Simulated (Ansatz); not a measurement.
**CH6FGaSi: a ladder of functionals and wavefunction methods**

Aim: compute CH6FGaSi with functionals from several rungs and with coupled cluster, and see how far each lands from CCSD(T) at the basis-set limit for the atomisation energy.

Program: Ansatz 0.2.0, Gaussian basis. Level of theory: functionals in def2-TZVPP, the program's frozen cores in correlated methods. These are calculated values, not measurements.

Levels to be run: LDA (SPW92), PBE-D4, revPBE-D4, BLYP-D4, r2SCAN-D4, B97M-V, PBE0-D4, B3LYP-D4, r2SCANh-D4, r2SCAN0-D4, HSE06-D4, BHLYP-D4, CAM-B3LYP-D4, LC-ωPBE, ωB97X-V, ωB97M-V, B2PLYP, PBE-QIDH; CCSD(T)/def2-SVP; CCSD(T)/def2-TZVPP; MP2/def2-QZVPP; extrapolation to the limit; RPA on PBE.

### Step 1. The relaxed structure

An earlier PBE0-D4 in a triple-zeta def2 set relaxation fixed the geometry.

SMILES `F[CH2][GaH][SiH3]`, 10 atoms, charge 0, spin multiplicity 1.

Atoms are counted from 1 here; the program's logs count them from 0.

Bond lengths: F1–C2 1.390 Å, C2–Ga3 1.993 Å, C2–H5 1.097 Å, C2–H6 1.097 Å, Ga3–Si4 2.418 Å, Ga3–H7 1.570 Å, Si4–H8 1.491 Å, Si4–H9 1.491 Å, Si4–H10 1.490 Å. Angles: F1–C2–Ga3 113.0°, F1–C2–H5 108.1°, F1–C2–H6 108.1°, Ga3–C2–H5 110.4°, Ga3–C2–H6 110.4°, H5–C2–H6 106.5°, C2–Ga3–Si4 119.3°, C2–Ga3–H7 119.1°, Si4–Ga3–H7 121.6°, Ga3–Si4–H8 110.3°, Ga3–Si4–H9 110.4°, Ga3–Si4–H10 112.9°, H8–Si4–H9 107.5°, H8–Si4–H10 107.8°, H9–Si4–H10 107.8°.

Geometry (Å):

```
F    -1.0340    2.3287   -1.7062
C    -1.1177    1.2857   -0.7912
Ga    0.6250    0.3656   -0.4966
Si    0.7401   -1.4799    1.0617
H    -1.5014    1.6912    0.1534
H    -1.8700    0.5740   -1.1537
H     1.8914    0.8591   -1.2834
H     1.6999   -1.1698    2.1593
H     1.2254   -2.7107    0.3750
H    -0.5756   -1.7954    1.6846
```

### Step 2. LDA

This LDA is Slater exchange with PW92 correlation.

File in.yaml:

```yaml
crystal:
  periodic: [false, false, false]
  atoms:
    - {symbol: F, position_ang: [-1.034014, 2.328750, -1.706229]}
    - {symbol: C, position_ang: [-1.117658, 1.285738, -0.791161]}
    - {symbol: Ga, position_ang: [0.624982, 0.365560, -0.496603]}
    - {symbol: Si, position_ang: [0.740107, -1.479880, 1.061673]}
    - {symbol: H, position_ang: [-1.501438, 1.691229, 0.153356]}
    - {symbol: H, position_ang: [-1.869958, 0.574023, -1.153731]}
    - {symbol: H, position_ang: [1.891411, 0.859072, -1.283378]}
    - {symbol: H, position_ang: [1.699937, -1.169759, 2.159268]}
    - {symbol: H, position_ang: [1.225358, -2.710653, 0.375014]}
    - {symbol: H, position_ang: [-0.575628, -1.795379, 1.684591]}
basis:
  gaussian: {orbitals: def2-TZVPP}
hamiltonian: {xc: lda}
output: {orbitals: {seedname: orbitals}}
```

Command:

```console
ansatz run in.yaml --threads 4 --pin off --events-out ev --progress --plain --max-ram 10444MiB
```

Further steps of the session: PBE-D4 (GGA); revPBE-D4 (GGA); BLYP-D4 (GGA); r2SCAN-D4 (meta-GGA); B97M-V (meta-GGA); B3LYP-D4 (hybrid); r2SCANh-D4 (hybrid); r2SCAN0-D4 (hybrid); HSE06-D4 (hybrid); BHLYP-D4 (hybrid); CAM-B3LYP-D4 (range-separated); LC-ωPBE (range-separated); ωB97X-V (range-separated); ωB97M-V (range-separated); B2PLYP (double hybrid); PBE-QIDH (double hybrid); CCSD(T) in def2-SVP; CCSD(T) in def2-TZVPP; MP2 in def2-QZVPP; RPA on PBE orbitals.

Q: Predict the results of all the runs planned. Wanted: atomisation energy, CCSD(T)/CBS; farthest beyond LDA; mean size of error, GGA; mean size of error, meta-GGA; mean size of error, hybrid; mean size of error, range-separated; mean size of error, double hybrid; gap, smallest and largest; T1 diagnostic.

As calculated:

| quantity | value |
| --- | --- |
| atomisation energy, CCSD(T)/CBS | 3003.6 kJ/mol |
| functionals within 30.0 kJ/mol (1.0 %) | PBE-D4, r2SCAN-D4, B97M-V, PBE0-D4, B3LYP-D4, r2SCANh-D4, HSE06-D4, CAM-B3LYP-D4, LC-ωPBE, ωB97X-V, ωB97M-V |
| farthest beyond LDA | BHLYP-D4 (-83.3 kJ/mol) |
| mean size of error, GGA | 35.5 kJ/mol |
| mean size of error, meta-GGA | 2.3 kJ/mol |
| mean size of error, hybrid | 36.3 kJ/mol |
| mean size of error, range-separated | 10.8 kJ/mol |
| mean size of error, double hybrid | 44.1 kJ/mol |
| gap, smallest and largest | 3.32 eV (LDA (SPW92)), 10.08 eV (LC-ωPBE) |
| T1 diagnostic | 0.0128 |
| triples share of the correlation energy | 3.4 % |

LDA overbinds by 392.9 kJ/mol (13 %). PBE-D4 is off by +5.4 kJ/mol. Double hybrids carry the basis error of their MP2 part in triple zeta, and no dispersion term here, so their miss is partly the set-up's. The rungs meta-GGA, range-separated miss on average by less than the doubt on the reference (30.0 kJ/mol), so they tie. The reference freezes the cores and leaves out relativity and excitations past (T), and its outer-core shells are covered unevenly, so misses under about 30.0 kJ/mol can't be ranked. Hartree-Fock recovers 73 % of the binding; the rest is correlation. CCSD(T) in def2-SVP is off by -179.5 kJ/mol, worse than the median functional, from the basis alone. Orbital gaps span 3.3 to 10.1 eV; exact exchange widens them. Correlated methods include outer-core shells of Ga, which these sets cover unevenly.
